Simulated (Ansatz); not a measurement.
From input file to script: Sr₂Mg, space group P6_3/mmc in Ansatz 0.2.0.

```yaml
crystal:
  lattice:
    - [4.25506, 0.0, 0.0]
    - [-2.12753, 3.68499, 0.0]
    - [0.0, 0.0, 17.392267]
  atoms:
    - { symbol: Sr, position: [0.666667, 0.333333, 0.400039] }
    - { symbol: Sr, position: [0.666667, 0.333333, 0.099961] }
    - { symbol: Sr, position: [0.333333, 0.666667, 0.900039] }
    - { symbol: Sr, position: [0.333333, 0.666667, 0.599961] }
    - { symbol: Mg, position: [0.333333, 0.666667, 0.25] }
    - { symbol: Mg, position: [0.666667, 0.333333, 0.75] }
kpoints:
  mp_grid: { grid: [6, 6, 2] }
hamiltonian:
  xc: r2scan
scf:
  occupations: { method: fermi_dirac, width: 0.15 }
output:
  stress: true
  eigenvalues: true
```

On the command line:
```console
$ ansatz run input.yaml --threads 1 --pin off --max-ram 3072MiB --backend cpu --events-out ev --progress --plain --runs-dir out
Warning: the atoms were moved onto the symmetric positions of the space group found under crystal.symmetry.tolerance 1.0e-5 (fractional; no operation is sought that the atoms, as they stand in a round, miss by more than twice it, and no atom is moved by as much as it), and the run uses the moved positions. Before a round's move an operation carried an atom to 4.26e-6 Å from where it should land, [...]
band count auto-derived: 37 (N_el = 60.0; filled up to band 30; 36 by the electrons, moments and atoms)
Engine: ansatz 0.2.0, aarch64-unknown-linux-gnu
Pseudopotentials: kind: paw
Pseudopotential: Sr, paw, valence charge 10, recommended cutoff 500 eV (meta_gga), Sr.paw.azcp
Pseudopotential: Mg, paw, valence charge 10, recommended cutoff 500 eV (meta_gga), Mg.paw.azcp
Functional definition: r2SCAN
  parameter k0 = 0.174
  parameter k1 = 0.065
  parameter a1 = 4.9479
  exchange = r2scan_x(k0 = k0, k1 = k1, a1 = a1)
  correlation = r2scan_c
Crystal: 6 atoms, lattice volume = 272.708 Å³
Basis set: ecut = 500 eV, 6969 PW (Γ), exchange–correlation on 128×128×512 points (64 copies of the dense FFT grid, shifted against one another)
Bands: 37, of which v1, the nominal top of the filled ones, is band 30 counted from 1 (29 counted from 0)
Symmetry: 24 space group operations
Space group: P63/mmc (ITA 194), of the structure as read, at distance tolerance 6.5e-5 Å
k-points: 14 of 72
Non-local potential: Sr, projectors of the file, l = 0: 3, l = 1: 2, l = 2: 2
Non-local potential: Mg, projectors of the file, l = 0: 3, l = 1: 2, l = 2: 1
PAW form: soft (Blöchl's): semilocal exchange-correlation on the pseudo side does not see the compensation charge
PAW frozen core: Sr, regenerated for the run's functional (the file was generated under x = pbe(κ = 0.804, μ = 0.2195149727645171), c = pbe(β = 0.06672455060314922))
PAW frozen core: Mg, regenerated for the run's functional (the file was generated under x = pbe(κ = 0.804, μ = 0.2195149727645171), c = pbe(β = 0.06672455060314922))
PAW one-centre angular grid: Sr, 302 points (default); XC on 160 Gauss nodes
PAW one-centre angular grid: Mg, 302 points (default); XC on 224 Gauss nodes
Initial density: superposition of atomic densities (neutral atoms: chi_scale 0, normalization atom), corrected by the library's trained network
Initial wavefunctions: pseudopotential atomic-orbital guess
Functional: x = r2scan, c = r2scan; τ floored in thin density (d = 2e-4 eV/Å³)
SCF iter   1: F=—  HF=-18072.716954 eV  |F-HF|=—  |Δ(HF+E_count)|=         —  Δρ=3.76e-3  dr2=3.78e-2  dr2_τ=1.12e-2  ethr=1.77e-3  ⟨swp⟩=11.5  Hψ=6323  notcnv=0
automatic band count: the SCF goes on with 44 bands, as 37 were too few: the levels above may hold too much charge
preconditioner: auto → Kerker (q_TF=auto, 2.120 Å⁻¹)  [metal: Δε(μ)=0.064 eV  Ē_g=3.698 eV  σ=0.150 eV  W_gap=0.11  n_scr=52 (ndim 8)  ℏωp=7.8 eV  f_vac=0.000  D(μ)=5.61/eV (n_scr^D=40)]
SCF iter   2: F=—  HF=-18072.825566 eV  |F-HF|=—  |Δ(HF+E_count)|=   1.09e-1  Δρ=2.08e-3  dr2=1.58e-2  dr2_τ=4.44e-4  ethr=6.31e-5  ⟨swp⟩=2.0  Hψ=1344  notcnv=0
SCF iter   3: F=—  HF=-18072.829413 eV  |F-HF|=—  |Δ(HF+E_count)|=   3.85e-3  Δρ=6.72e-4  dr2=2.50e-3  dr2_τ=8.16e-5  ethr=2.64e-5  ⟨swp⟩=3.0  Hψ=1091  notcnv=0
SCF iter   4: F=—  HF=-18072.830155 eV  |F-HF|=—  |Δ(HF+E_count)|=   7.42e-4  Δρ=1.64e-4  dr2=1.35e-4  dr2_τ=1.35e-5  ethr=4.17e-6  ⟨swp⟩=3.0  Hψ=931  notcnv=0
SCF iter   5: F=—  HF=-18072.830184 eV  |F-HF|=—  |Δ(HF+E_count)|=   2.97e-5  Δρ=3.60e-5  dr2=6.25e-6  dr2_τ=7.74e-8  ethr=2.24e-7  ⟨swp⟩=2.9  Hψ=1104  notcnv=0
SCF iter   6: F=—  HF=-18072.830447 eV  |F-HF|=—  |Δ(HF+E_count)|=   2.63e-4  Δρ=1.17e-5  dr2=8.09e-7  dr2_τ=5.94e-8  ethr=1.04e-8  ⟨swp⟩=2.1  Hψ=744  notcnv=0
SCF iter   7: F=—  HF=-18072.830448 eV  |F-HF|=—  |Δ(HF+E_count)|=   2.22e-7  Δρ=3.83e-6  dr2=1.03e-7  dr2_τ=9.95e-10  ethr=1.35e-9  ⟨swp⟩=2.1  Hψ=754  notcnv=0
SCF iter   8: F=-18072.830448 eV  HF=-18072.830448 eV  |F-HF|=1.93e-9  |Δ(HF+E_count)|=   8.60e-9  Δρ=9.42e-7  dr2=4.99e-9  dr2_τ=2.05e-10  ethr=1.67e-10  ⟨swp⟩=8.6  Hψ=2814  notcnv=0
SCF 1 converged in 8 iterations: F = -18072.830448 eV  dr2 = 4.99e-9
  greatest PAW one-centre occupation: 1.000 electrons in one spin orbital (limit 2), on the Mg atom at site 5 (counted from 0), in its partial waves of l = 0
SCF converged after 8 iterations
Free energy (F): -18072.830448 eV
Harris-Foulkes:  -18072.830448 eV  (|F-HF|=1.93e-9)
Internal energy: -18072.403704 eV  (E = F + TS)
E sigma→0 (E₀):  -18072.617076 eV
Entropy (-TS):   -0.426744 eV (-71.124 meV/atom)
Fermi energy:    4.839914 eV
--- Per-component energies (eV) ---
  E_band       = -1335.304140
  E_kinetic    = 1116.826272
  E_local      = -6756.055787  (includes V_loc(G=0)·N_el)
  E_nonlocal   = 1000.643253
  E_hartree    = 2144.240203
  E_xc         = -696.369176
  E_vxc        = -772.522051  (∫ρ·V_xc dr)
  E_paw        = -11456.160691  (= ΣΔE_a)
  E_vpaw       = -255.099644  (= ΣTr[D̂ρ^β])
  E_aug_tail   = -0.000005  (compensation charges beyond the density's cutoff)
  E_vtau       = 42.423969  (kinetic-family band-sum trace: ∫τ·v_τ [+ j·A + Jᵃ·Aᵃ] dr)
  E_ewald      = -3424.891210
  E_core_change = -0.636562  (= ΣΔE_core)
  E_smearing   = -0.426744  (= −TS)
  E_closure    = -0.000000  (closes the sum)
  Σ components = -18072.830448   (vs F -18072.830448, Δ=0.00e0)
--- Stress (GPa, compression-positive) ---
        0.151073       0.000000       0.000000
        0.000000       0.151073      -0.000000
        0.000000      -0.000000       0.752758
  P = ⅓ Tr σ = 0.3516 GPa (3.516 kbar)
--- Band table (eV; the first three rows and the last of 14) ---
  k-point 0: bands = ["-74.3380", "-74.3380", "-39.4428", "-39.4428", "-39.4428", "-39.4428", "-39.4256", "-39.4256", "-32.8476", "-32.8474", "-32.8395", "-32.8393", "-14.2969", "-14.2876", "-14.1893", "-14.1796", "-14.1390", "-14.1390", "-14.1385", "-14.1385", "-14.1246", "-14.1246", "-14.1242", "-14.1242", "0.2456", "0.5264", "1.5504", "2.7941", "2.8996", "4.5360", "5.3959", "6.6343", "7.0880", "7.4649", "7.4649", "7.6267", "7.6267", "7.7235", "7.7235", "7.8736", "7.8736", "7.9303", "8.5701", "8.5701"]
  k-point 1: bands = ["-74.3380", "-74.3380", "-39.4428", "-39.4428", "-39.4428", "-39.4428", "-39.4256", "-39.4256", "-32.8475", "-32.8475", "-32.8394", "-32.8394", "-14.2925", "-14.2925", "-14.1843", "-14.1843", "-14.1388", "-14.1388", "-14.1388", "-14.1388", "-14.1244", "-14.1244", "-14.1244", "-14.1244", "0.3616", "0.3616", "1.9772", "1.9772", "3.8398", "3.8398", "6.0008", "6.0008", "7.5244", "7.5244", "7.5244", "7.5244", "7.6162", "7.6162", "7.8164", "7.8164", "7.8164", "7.8164", "8.7362", "8.7362"]
  k-point 2: bands = ["-74.3380", "-74.3380", "-39.4430", "-39.4430", "-39.4429", "-39.4429", "-39.4255", "-39.4255", "-32.8444", "-32.8442", "-32.8373", "-32.8371", "-14.2855", "-14.2770", "-14.2020", "-14.1959", "-14.1694", "-14.1667", "-14.1645", "-14.1624", "-14.1504", "-14.1499", "-14.1330", "-14.1325", "0.6086", "0.8504", "1.9605", "3.1559", "3.1883", "4.8832", "5.3429", "6.4739", "6.6875", "6.8453", "6.9240", "6.9359", "7.3352", "7.6354", "7.7214", "7.9596", "7.9927", "8.1157", "8.2171", "8.2394"]
  k-point 13: bands = ["-74.3380", "-74.3380", "-39.4433", "-39.4433", "-39.4433", "-39.4433", "-39.4255", "-39.4255", "-32.8314", "-32.8314", "-32.8312", "-32.8312", "-14.2667", "-14.2667", "-14.2660", "-14.2660", "-14.2616", "-14.2616", "-14.2295", "-14.2295", "-14.1953", "-14.1953", "-14.1900", "-14.1900", "3.3435", "3.3435", "4.3728", "4.3728", "4.4675", "4.4675", "5.0642", "5.0642", "5.0748", "5.0748", "5.4177", "5.4177", "6.1846", "6.1846", "6.3844", "6.3844", "8.1051", "8.1051", "8.5886", "8.5886"]
```

Script `sr2mg_deck.py`:
```python
# -*- coding: utf-8 -*-
import ansatz as az
import numpy as np

deck = {
    "crystal": {
        "lattice": [[4.25506, 0.0, 0.0], [-2.12753, 3.68499, 0.0], [0.0, 0.0, 17.392267]],
        "atoms": [
            {"symbol": "Sr", "position": [0.666667, 0.333333, 0.400039]},
            {"symbol": "Sr", "position": [0.666667, 0.333333, 0.099961]},
            {"symbol": "Sr", "position": [0.333333, 0.666667, 0.900039]},
            {"symbol": "Sr", "position": [0.333333, 0.666667, 0.599961]},
            {"symbol": "Mg", "position": [0.333333, 0.666667, 0.25]},
            {"symbol": "Mg", "position": [0.666667, 0.333333, 0.75]},
        ],
    },
    "kpoints": {"mp_grid": {"grid": [6, 6, 2]}},
    "hamiltonian": {"xc": "r2scan"},
    "scf": {"occupations": {"method": "fermi_dirac", "width": 0.15}},
    "output": {"stress": True, "eigenvalues": True},
}

planned = az.Session.from_dict(deck).plan(threads=1, pin="off")
out = planned.execute()
r = out.report

energy = r["free_energy_ev"]
print("Sr2Mg: {:.6f} eV = {:.6f} Ry = {:.6f} Ha".format(energy, energy / 13.605693, energy / 27.211386))
print("Fermi level {:.4f} eV, {} k-points, {} symmetry operations".format(r["fermi_energy_ev"], r["n_kpoints"], r["n_symmetry_ops"]))

fermi = r["fermi_energy_ev"]
print("levels less the Fermi level (eV) at the first k-points")
for k, levels in list(zip(r["kpoints_frac"], r["eigenvalues_ev"]))[:3]:
    print("k = ({:.3f}, {:.3f}, {:.3f})".format(*k))
    print("   ", " ".join(f"{e - fermi:.3f}" for e in levels))

sigma = r["stress_gpa"]
voigt = [sigma[0][0], sigma[1][1], sigma[2][2], sigma[1][2], sigma[0][2], sigma[0][1]]
print("stress xx yy zz yz xz xy (GPa, compression positive):", " ".join(f"{s:.3f}" for s in voigt))
print("P =", round(10 * float(np.mean(voigt[:3])), 2), "kbar")
```

```console
$ python sr2mg_deck.py
DeckWarning: the atoms were moved onto the symmetric positions of the space group found under crystal.symmetry.tolerance 1.0e-5 (fractional; no operation is sought that the atoms, as they stand in a round, miss by more than twice it, and no atom is moved by as much as it), and the run uses the moved positions. Before a round's move an operation carried an atom to 4.26e-6 Å from where it should land, the largest such distance. Atom 0 (counting from 0) moved farthest, by 2.46e-6 Å; the longest [...]
DeckWarning: basis.ecutwfc = 500 eV, auto-derived from the records' recommended cutoffs: set by Sr (their level for a meta-GGA)
Sr2Mg: -18072.830448 eV = -1328.328549 Ry = -664.164275 Ha
Fermi level 4.8399 eV, 14 k-points, 24 symmetry operations
levels less the Fermi level (eV) at the first k-points
k = (0.000, 0.000, 0.000)
    -79.178 -79.178 -44.283 -44.283 -44.283 -44.283 -44.265 -44.265 -37.687 -37.687 -37.679 -37.679 -19.137 -19.128 -19.029 -19.020 -18.979 -18.979 -18.978 -18.978 -18.965 -18.965 -18.964 -18.964 -4.594 -4.313 -3.289 -2.046 -1.940 -0.304 0.556 1.794 2.248 2.625 2.625 2.787 2.787 2.884 2.884 3.034 3.034 3.090 3.730 3.730
k = (0.000, 0.000, -0.500)
    -79.178 -79.178 -44.283 -44.283 -44.283 -44.283 -44.265 -44.265 -37.687 -37.687 -37.679 -37.679 -19.132 -19.132 -19.024 -19.024 -18.979 -18.979 -18.979 -18.979 -18.964 -18.964 -18.964 -18.964 -4.478 -4.478 -2.863 -2.863 -1.000 -1.000 1.161 1.161 2.684 2.684 2.684 2.684 2.776 2.776 2.976 2.976 2.976 2.976 3.896 3.896
k = (0.000, 0.167, 0.000)
    -79.178 -79.178 -44.283 -44.283 -44.283 -44.283 -44.265 -44.265 -37.684 -37.684 -37.677 -37.677 -19.125 -19.117 -19.042 -19.036 -19.009 -19.007 -19.004 -19.002 -18.990 -18.990 -18.973 -18.972 -4.231 -3.990 -2.879 -1.684 -1.652 0.043 0.503 1.634 1.848 2.005 2.084 2.096 2.495 2.795 2.881 3.120 3.153 3.276 3.377 3.399
stress xx yy zz yz xz xy (GPa, compression positive): 0.151 0.151 0.753 -0.000 0.000 0.000
P = 3.52 kbar
```
(Warnings from the package without file and line, shortened, repeats left out.)

Notes:
- Total energies depend on the potentials; only differences at equal settings carry meaning. A total without «per atom» is that of the cell as typed.
- The computed bands are complete only to about 3.4 eV above the Fermi level.
- The zero of the levels is a convention of the potentials, so an absolute Fermi energy is no work function.
- A Fermi-Dirac width this large means warm electrons, whose thermal share enters the free energy.
- The structure comes from a database of computed cells and needn't be a stable or known phase.
- Levels are Kohn-Sham eigenvalues on this mesh, without spin-orbit coupling.
- It ran for 26 s on 1 thread of Arm Neoverse V1, on a shared host, peak memory 1.1 GiB.

(A comment or docstring line of the script was reworded after the run, the code is as it ran; lines on the test bed's own set-up are left out of the output.)
